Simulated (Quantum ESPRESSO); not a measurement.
# GeCN2 (R-3m) in Quantum ESPRESSO: settings compared

Aim: see how the results for GeCN2 move with the level of theory and the settings. Levels: LDA, PBE. Tasks: phonons.

Program: Quantum ESPRESSO 7.5. These are calculated values, not measurements. Logs are shortened: lines on timing, memory, paths and dates and some standing lists are left out, and cuts for length are marked.

## (1) The structure

Symmetry: R-3m, No. 166, trigonal system. The conventional cell has a = 3.588 Å, b = 3.588 Å, c = 14.766 Å, α = 90.00°, β = 90.00°, γ = 120.00°. Ge (site symmetry -3m) has 6 N at 2.40 Å as nearest neighbours. N (site symmetry 3m) is surrounded by 1 C at 1.24 Å. Around C (site symmetry -3m) lie 2 N at 1.24 Å.

The cell comes from a database or a generator and needn't be the stable form of this composition.

## (2) Phonons, LDA

Contents of pw.in:

```
&CONTROL
  calculation = 'scf'
  prefix = 'pwscf'
  outdir = './tmp'
  pseudo_dir = './pseudo'
  tprnfor = .true.
  tstress = .true.
  disk_io = 'low'
/
&SYSTEM
  ibrav = 0
  celldm(1) = 8
  nat = 4
  ntyp = 3
  ecutwfc = 84
  nbnd = 21
  occupations = 'smearing'
  smearing = 'fd'
  degauss = 0.00367493
/
&ELECTRONS
  conv_thr = 8d-10
  electron_maxstep = 120
  mixing_beta = 0.5
/
ATOMIC_SPECIES
Ge    72.6300 Ge.upf
N     14.0070 N.upf
C     12.0110 C.upf
CELL_PARAMETERS alat
  0.4237215654655   0.2446357598792   1.1626438910703
 -0.4237215654655   0.2446357598792   1.1626438910703
  0.0000000000000  -0.4892715197584   1.1626438910703
ATOMIC_POSITIONS crystal
Ge     0.0000000000    0.0000000000    0.0000000000
N      0.5839044000    0.5839044000    0.5839044000
N      0.4160956000    0.4160956000    0.4160956000
C      0.5000000000    0.5000000000    0.5000000000
K_POINTS automatic
4 4 4 1 1 1
```

Contents of gamma.in:

```
&CONTROL
  calculation = 'bands'
  prefix = 'pwscf'
  outdir = './tmp'
  pseudo_dir = './pseudo'
  disk_io = 'low'
  verbosity = 'high'
/
&SYSTEM
  ibrav = 0
  celldm(1) = 8
  nat = 4
  ntyp = 3
  ecutwfc = 84
  nbnd = 21
  occupations = 'smearing'
  smearing = 'fd'
  degauss = 0.00367493
/
&ELECTRONS
  conv_thr = 1d-08
  electron_maxstep = 120
  mixing_beta = 0.5
  diago_full_acc = .true.
  startingwfc = 'random'
/
ATOMIC_SPECIES
Ge    72.6300 Ge.upf
N     14.0070 N.upf
C     12.0110 C.upf
CELL_PARAMETERS alat
  0.4237215654655   0.2446357598792   1.1626438910703
 -0.4237215654655   0.2446357598792   1.1626438910703
  0.0000000000000  -0.4892715197584   1.1626438910703
ATOMIC_POSITIONS crystal
Ge     0.0000000000    0.0000000000    0.0000000000
N      0.5839044000    0.5839044000    0.5839044000
N      0.4160956000    0.4160956000    0.4160956000
C      0.5000000000    0.5000000000    0.5000000000
K_POINTS crystal
1
0.0 0.0 0.0 1
```

Contents of scf2.in:

```
&CONTROL
  calculation = 'scf'
  prefix = 'pwscf'
  outdir = './tmp'
  pseudo_dir = './pseudo'
  tprnfor = .true.
  tstress = .true.
  disk_io = 'low'
/
&SYSTEM
  ibrav = 0
  celldm(1) = 8
  nat = 4
  ntyp = 3
  ecutwfc = 84
  nbnd = 21
  occupations = 'fixed'
/
&ELECTRONS
  conv_thr = 1d-13
  electron_maxstep = 120
  mixing_beta = 0.5
  startingpot = 'file'
/
ATOMIC_SPECIES
Ge    72.6300 Ge.upf
N     14.0070 N.upf
C     12.0110 C.upf
CELL_PARAMETERS alat
  0.4237215654655   0.2446357598792   1.1626438910703
 -0.4237215654655   0.2446357598792   1.1626438910703
  0.0000000000000  -0.4892715197584   1.1626438910703
ATOMIC_POSITIONS crystal
Ge     0.0000000000    0.0000000000    0.0000000000
N      0.5839044000    0.5839044000    0.5839044000
N      0.4160956000    0.4160956000    0.4160956000
C      0.5000000000    0.5000000000    0.5000000000
K_POINTS automatic
4 4 4 1 1 1
```

Contents of ph.in:

```
phonons of GeCN2
&INPUTPH
  prefix = 'pwscf'
  outdir = './tmp'
  tr2_ph = 1d-18
  fildyn = 'dyn'
  niter_ph = 90
  alpha_mix(1) = 0.7
  epsil = .true.
/
0.0000000000 0.0000000000 0.0000000000
```

Contents of dynmat.in:

```
&INPUT
  fildyn = 'dyn'
  asr = 'crystal'
  lperm = .true.
  filout = 'dynmat.disp'
  fileig = 'dynmat.eig'
/
```

Contents of dynmat_lo.in:

```
&INPUT
  fildyn = 'dyn'
  asr = 'crystal'
  filout = 'dynmat_lo.disp'
  fileig = 'dynmat_lo.eig'
  q(1) = 0
  q(2) = 0
  q(3) = 1
/
```

Potentials or basis: PseudoDojo 0.4.1 SR LDA standard.

The run is started by

```sh
OMP_NUM_THREADS=1 mpirun -n 4 pw.x -nk 2 -in pw.in > pw.out
OMP_NUM_THREADS=1 mpirun -n 4 pw.x -in gamma.in > gamma.out
OMP_NUM_THREADS=1 mpirun -n 4 pw.x -nk 2 -in scf2.in > scf2.out
OMP_NUM_THREADS=1 mpirun -n 4 ph.x -nk 2 -in ph.in > ph.out
OMP_NUM_THREADS=1 mpirun -n 1 dynmat.x -in dynmat.in > dynmat.out
OMP_NUM_THREADS=1 mpirun -n 1 dynmat.x -in dynmat_lo.in > dynmat_lo.out
```

pw.out:

```text
This program is part of the open-source Quantum ESPRESSO suite
     for quantum simulation of materials; please cite
[... 6 lines left out ...]
     using ibrav=0 with symmetry is DISCOURAGED, use correct ibrav instead

     K-points division:     npool     =       2
     Subspace diagonalization in iterative solution of the eigenvalue problem:
     a serial algorithm will be used

     --------------------
     sticks:   dense  smooth     PW     G-vecs:    dense   smooth      PW
     Min         862     862    250                19311    19311    3083
     Max         863     863    251                19312    19312    3084
     Sum        1725    1725    501                38623    38623    6167

     Using Slab Decomposition

     bravais-lattice index     =            0
     lattice parameter (alat)  =       8.0000  a.u.
     unit-cell volume          =     370.2273 (a.u.)^3
     number of atoms/cell      =            4
     number of atomic types    =            3
     number of electrons       =        28.00
     number of Kohn-Sham states=           21
     kinetic-energy cutoff     =      84.0000  Ry
     charge density cutoff     =     336.0000  Ry
     scf convergence threshold =      8.0E-10
     mixing beta               =       0.5000
     number of iterations used =            8  plain     mixing
     Exchange-correlation= SLA  PW   NOGX NOGC
                           (   1   4   0   0   0   0   0)

     celldm(1)=   8.000000  celldm(2)=   0.000000  celldm(3)=   0.000000
     celldm(4)=   0.000000  celldm(5)=   0.000000  celldm(6)=   0.000000

     crystal axes: (cart. coord. in units of alat)
               a(1) = (   0.423722   0.244636   1.162644 )
               a(2) = (  -0.423722   0.244636   1.162644 )
               a(3) = (   0.000000  -0.489272   1.162644 )

     reciprocal axes: (cart. coord. in units 2 pi/alat)
               b(1) = (  1.180020  0.681285  0.286703 )
               b(2) = ( -1.180020  0.681285  0.286703 )
               b(3) = (  0.000000 -1.362570  0.286703 )

     PseudoPot. # 1 for Ge read from file:
     Ge.upf
     Pseudo is Norm-conserving + core correction, Zval = 14.0
     Generated using ONCVPSP code by D. R. Hamann
     Using radial grid of 1524 points,  6 beta functions with:
                l(1) =   0
                l(2) =   0
                l(3) =   1
                l(4) =   1
                l(5) =   2
                l(6) =   2

     PseudoPot. # 2 for N  read from file:
     N.upf
     Pseudo is Norm-conserving + core correction, Zval =  5.0
     Generated using ONCVPSP code by D. R. Hamann
     Using radial grid of 1058 points,  4 beta functions with:
                l(1) =   0
                l(2) =   0
                l(3) =   1
                l(4) =   1

     PseudoPot. # 3 for C  read from file:
     C.upf
     Pseudo is Norm-conserving + core correction, Zval =  4.0
     Generated using ONCVPSP code by D. R. Hamann
     Using radial grid of 1234 points,  4 beta functions with:
                l(1) =   0
                l(2) =   0
                l(3) =   1
                l(4) =   1

     atomic species   valence    mass     pseudopotential
     Ge               14.00    72.63000     Ge( 1.00)
     N                 5.00    14.00700     N ( 1.00)
     C                 4.00    12.01100     C ( 1.00)

     12 Sym. Ops., with inversion, found

   Cartesian axes

     site n.     atom                  positions (alat units)
         1        Ge     tau(   1) = (   0.0000000   0.0000000   0.0000000  )
         2        N      tau(   2) = (  -0.0000000  -0.0000000   2.0366187  )
         3        N      tau(   3) = (   0.0000000   0.0000000   1.4513130  )
         4        C      tau(   4) = (   0.0000000   0.0000000   1.7439658  )

     number of k points=    10  Fermi-Dirac smearing, width (Ry)=  0.0037
                       cart. coord. in units 2pi/alat
        k(    1) = (   0.0000000   0.0000000   0.1075136), wk =   0.0625000
        k(    2) = (   0.0000000  -0.3406425   0.1791893), wk =   0.1875000
        k(    3) = (   0.0000000   0.6812850  -0.0358379), wk =   0.1875000
        k(    4) = (   0.0000000   0.3406425   0.0358379), wk =   0.1875000
        k(    5) = (  -0.2950050  -0.1703212   0.2508650), wk =   0.1875000
        k(    6) = (  -0.2950050   0.8516062   0.0358379), wk =   0.3750000
        k(    7) = (  -0.2950050   0.5109637   0.1075136), wk =   0.3750000
        k(    8) = (   0.5900101   0.3406425  -0.1791893), wk =   0.1875000
        k(    9) = (   0.0000000   0.0000000   0.3225407), wk =   0.0625000
        k(   10) = (   0.0000000   1.0219275   0.1075136), wk =   0.1875000

     Dense  grid:    38623 G-vectors     FFT dimensions: (  60,  60,  60)

     Initial potential from superposition of free atoms

     starting charge      27.9993, renormalised to      28.0000
     Starting wfcs are   21 randomized atomic wfcs

     Self-consistent Calculation

     iteration #  1     ecut=    84.00 Ry     beta= 0.50
     Davidson diagonalization with overlap
     ethr =  1.00E-02,  avg # of iterations =  7.1

     total energy              =    -231.66290870 Ry
     estimated scf accuracy    <       0.75710492 Ry

     iteration #  2     ecut=    84.00 Ry     beta= 0.50
     Davidson diagonalization with overlap
     ethr =  2.70E-03,  avg # of iterations =  2.1

     total energy              =    -231.85310268 Ry
     estimated scf accuracy    <       0.16783709 Ry

     iteration #  3     ecut=    84.00 Ry     beta= 0.50
     Davidson diagonalization with overlap
     ethr =  5.99E-04,  avg # of iterations =  2.0

     total energy              =    -231.88416283 Ry
     estimated scf accuracy    <       0.00824351 Ry

     iteration #  4     ecut=    84.00 Ry     beta= 0.50
     Davidson diagonalization with overlap
     ethr =  2.94E-05,  avg # of iterations =  4.7

     total energy              =    -231.88514402 Ry
     estimated scf accuracy    <       0.00110253 Ry

     iteration #  5     ecut=    84.00 Ry     beta= 0.50
     Davidson diagonalization with overlap
     ethr =  3.94E-06,  avg # of iterations =  2.9

     total energy              =    -231.88533131 Ry
     estimated scf accuracy    <       0.00009469 Ry

     iteration #  6     ecut=    84.00 Ry     beta= 0.50
     Davidson diagonalization with overlap
     ethr =  3.38E-07,  avg # of iterations =  2.0

     total energy              =    -231.88535015 Ry
     estimated scf accuracy    <       0.00000556 Ry

     iteration #  7     ecut=    84.00 Ry     beta= 0.50
     Davidson diagonalization with overlap
     ethr =  1.98E-08,  avg # of iterations =  2.0

     total energy              =    -231.88535103 Ry
     estimated scf accuracy    <       0.00000016 Ry

     iteration #  8     ecut=    84.00 Ry     beta= 0.50
     Davidson diagonalization with overlap
     ethr =  5.59E-10,  avg # of iterations =  3.4

     total energy              =    -231.88535106 Ry
     estimated scf accuracy    <       0.00000003 Ry

     iteration #  9     ecut=    84.00 Ry     beta= 0.50
     Davidson diagonalization with overlap
     ethr =  1.23E-10,  avg # of iterations =  2.0

     End of self-consistent calculation

          k = 0.0000 0.0000 0.1075 (  4815 PWs)   bands (ev):

   -18.5294 -18.5095 -18.5095 -18.5047 -18.5047 -12.7626 -10.7498  -4.3132
     0.6967   1.0466   1.0466   4.3433   4.3433   4.3472   8.3822   9.5580
     9.5580  11.3820  13.1791  13.1791  16.2210

          k = 0.0000-0.3406 0.1792 (  4824 PWs)   bands (ev):

   -18.5253 -18.5146 -18.5095 -18.5084 -18.4976 -12.5696 -10.7110  -3.6771
    -0.3330   0.5844   1.0045   3.2030   3.4891   4.1326   8.6226   9.7671
    11.2951  12.0241  12.2816  13.7900  14.6831

          k = 0.0000 0.6813-0.0358 (  4811 PWs)   bands (ev):

   -18.5255 -18.5207 -18.5106 -18.5073 -18.4893 -12.4102 -10.5814  -2.7613
    -1.5979   0.4617   0.7888   1.9557   3.2350   3.6073   9.1685  10.4709
    10.6622  11.9209  12.9903  13.9205  15.5194

          k = 0.0000 0.3406 0.0358 (  4807 PWs)   bands (ev):

   -18.5254 -18.5147 -18.5094 -18.5085 -18.4976 -12.6130 -10.6233  -3.8909
     0.0273   0.8297   0.8926   2.2534   3.9854   4.3039   9.3232   9.5555
    10.2912  11.6828  13.3951  13.7050  14.0179

          k =-0.2950-0.1703 0.2509 (  4805 PWs)   bands (ev):

   -18.5253 -18.5151 -18.5094 -18.5085 -18.4976 -12.5252 -10.7906  -3.5105
     0.1888   0.2399   0.6743   1.6198   4.5571   5.6925   8.7038   8.9459
    10.2967  11.0431  13.5300  13.8732  15.0468

          k =-0.2950 0.8516 0.0358 (  4815 PWs)   bands (ev):

   -18.5202 -18.5196 -18.5131 -18.5063 -18.4947 -12.3674 -10.6568  -2.4893
    -0.8904  -0.3784  -0.0001   1.3840   3.6156   5.4467   8.6452   9.2946
    10.6339  12.3863  13.0460  14.6127  16.1690

          k =-0.2950 0.5110 0.1075 (  4816 PWs)   bands (ev):

   -18.5202 -18.5191 -18.5133 -18.5062 -18.4948 -12.4128 -10.5767  -2.9022
    -0.8666   0.1299   0.4975   1.3529   2.8623   4.8793   8.9418  10.4336
    10.8593  11.6802  13.0255  14.3940  15.8128

          k = 0.5900 0.3406-0.1792 (  4822 PWs)   bands (ev):

   -18.5257 -18.5212 -18.5105 -18.5073 -18.4893 -12.3677 -10.6504  -2.5274
    -1.1255  -0.3585   0.4636   0.9294   4.2445   5.6587   8.6184   8.7583
     9.9889  12.4376  12.9524  14.5066  15.3418

          k = 0.0000 0.0000 0.3225 (  4788 PWs)   bands (ev):

   -18.5292 -18.5095 -18.5095 -18.5048 -18.5048 -12.6255 -11.0161  -3.7926
    -0.0626   1.0497   1.0497   4.2768   4.2768   5.0163   7.3401  10.3900
    10.3900  11.8333  11.8333  13.2078  16.2999

          k = 0.0000 1.0219 0.1075 (  4823 PWs)   bands (ev):

   -18.5252 -18.5150 -18.5094 -18.5085 -18.4977 -12.4742 -10.8836  -3.2430
    -0.2854  -0.0824   0.8142   2.3948   3.9986   5.9344   8.3831   9.1093
     9.8915  12.0233  12.8753  14.4886  15.5252

     the Fermi energy is     6.6650 ev

!    total energy              =    -231.88535106 Ry
     estimated scf accuracy    <          4.9E-10 Ry
     smearing contrib. (-TS)   =      -0.00000001 Ry
     internal energy E=F+TS    =    -231.88535105 Ry

     The total energy is F=E-TS. E is the sum of the following terms:
     one-electron contribution =    -112.12449668 Ry
     hartree contribution      =      71.48832187 Ry
     xc contribution           =     -58.96437551 Ry
     ewald contribution        =    -132.28480074 Ry

     convergence has been achieved in   9 iterations

     Forces acting on atoms (cartesian axes, Ry/au):

     atom    1 type  1   force =    -0.00000000    0.00000000   -0.00000000
     atom    2 type  2   force =    -0.00000000   -0.00000000   -0.00482169
     atom    3 type  2   force =     0.00000000   -0.00000000    0.00482169
     atom    4 type  3   force =     0.00000000    0.00000000    0.00000000

     Total force =     0.006819     Total SCF correction =     0.000045

     Computing stress (Cartesian axis) and pressure

          total   stress  (Ry/bohr**3)                   (kbar)     P=      -63.42
  -0.00039436  -0.00000000  -0.00000000          -58.01       -0.00       -0.00
  -0.00000000  -0.00039436   0.00000000           -0.00      -58.01        0.00
   0.00000000   0.00000000  -0.00050454            0.00        0.00      -74.22

=------------------------------------------------------------------------------=
   JOB DONE.
=------------------------------------------------------------------------------=
```

Run time: 7.3 min. Hardware: 4 MPI ranks of Arm Neoverse V1, shared host; peak memory 0.44 GiB.

Results:

```
Free energy                                             : -3154.9609 eV
Pressure                                                : -6.3 GPa
Largest force                                           : 0.124 eV/Å
Electronic dielectric tensor (diagonal)                 : 5.96, 5.96, 12.23
Born charges (mean of the diagonal)                     : Ge +4.21; N -3.25; C +2.46 e
Highest phonon frequency at Γ, LO-TO splitting left out : 1851 cm⁻¹
Most unstable mode                                      : 115i cm⁻¹
```

Forces in eV/Å, atoms in the order of the input:
```
Ge   0.000  0.000  0.000
N    0.000  0.000 -0.124
N    0.000  0.000  0.124
C    0.000  0.000  0.000
```

Levels at points of the mesh, in eV from the valence-band top:
```
           k point  band 12  band 13  band 14  band 15  band 16  band 17
(0.12, 0.12, 0.12)    -1.59    -1.59    -1.59     2.45     3.62     3.62
```

Phonon frequencies in cm⁻¹ (negative: imaginary):
```
              q point                                     frequencies
(0.000, 0.000, 0.000)  -115 -115 -1 3 3 177 239 239 614 614 1241 1851
```

Electronic dielectric tensor:
```
 5.96  0.00  0.00
 0.00  5.96  0.00
 0.00  0.00 12.23
```

Born effective charge tensors (e):
atom 1, Ge
```
4.12 0.00 0.00
0.00 4.12 0.00
0.00 0.00 4.40
```
atom 2, N
```
-1.56  0.00  0.00
 0.00 -1.56  0.00
 0.00  0.00 -6.63
```
atom 3, N
```
-1.56  0.00  0.00
 0.00 -1.56  0.00
 0.00  0.00 -6.63
```
atom 4, C
```
-0.97  0.00  0.00
 0.00 -0.97  0.00
 0.00  0.00  9.31
```

Optical modes at Γ, degenerate ones joined, polar ones without the macroscopic field:
```
cm⁻¹  components  symmetry  active in  IR intensity, summed ((D/Å)²/amu)
115i           2        Eu         IR                              30.09
 177           1       A2u         IR                              29.13
 239           2        Eg      Raman                               0.00
 614           2        Eu         IR                               0.52
1241           1       A1g      Raman                               0.00
1851           1       A2u         IR                             288.97
```

Zone-centre frequencies without and with the macroscopic field along z (cm⁻¹):
```tsv
	optical modes in rising order
without	115i 115i 177 239 239 614 614 1241 1851
with the field	115i 115i 239 239 322 614 614 1241 2089
```

Caveat: the atoms weren't relaxed first, which shifts the frequencies; the mesh is thin for the dielectric tensor, Born charges and intensities, which usually come out too large; some modes are imaginary; the cell is more than 3 GPa from zero pressure, which shifts response properties; the Born charges break their sum rule by 0.16 e, a sign of too thin a mesh.

(Continued in part 2 of 4.)
